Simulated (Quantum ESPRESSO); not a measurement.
The system is Cu.

```
CELL_PARAMETERS angstrom
-1.52500 1.52500 1.52500
1.52500 -1.52500 1.52500
1.52500 1.52500 -1.52500
ATOMIC_POSITIONS crystal
Cu 0.00000 0.00000 0.00000
```

The cell was built by a generator and needn't be a form met in nature.

Base run:

- Program: Quantum ESPRESSO 7.5
- Functional: PBEsol
- Potentials or basis: GBRV 1.5 PBEsol
- Cutoff: 762 eV
- Density cutoff: 6095 eV
- k mesh: 18 × 18 × 18
- Occupations: methfessel-paxton, width 0.1 eV
- Spin: no spin polarisation

Its results: band gap on the k mesh none (metal or under the smearing width); pressure -21.2 GPa.

Question: The run is repeated on the same cell with these changes: functional from PBEsol to LDA; potentials or basis from GBRV 1.5 PBEsol to GBRV 1.5 LDA. What comes out?

Answer: Band gap on the k mesh none (metal or under the smearing width); pressure -25.3 GPa.

Caveats: so large a pressure means that the cell lies far from this level's equilibrium, or that cutoff or potentials fall short.
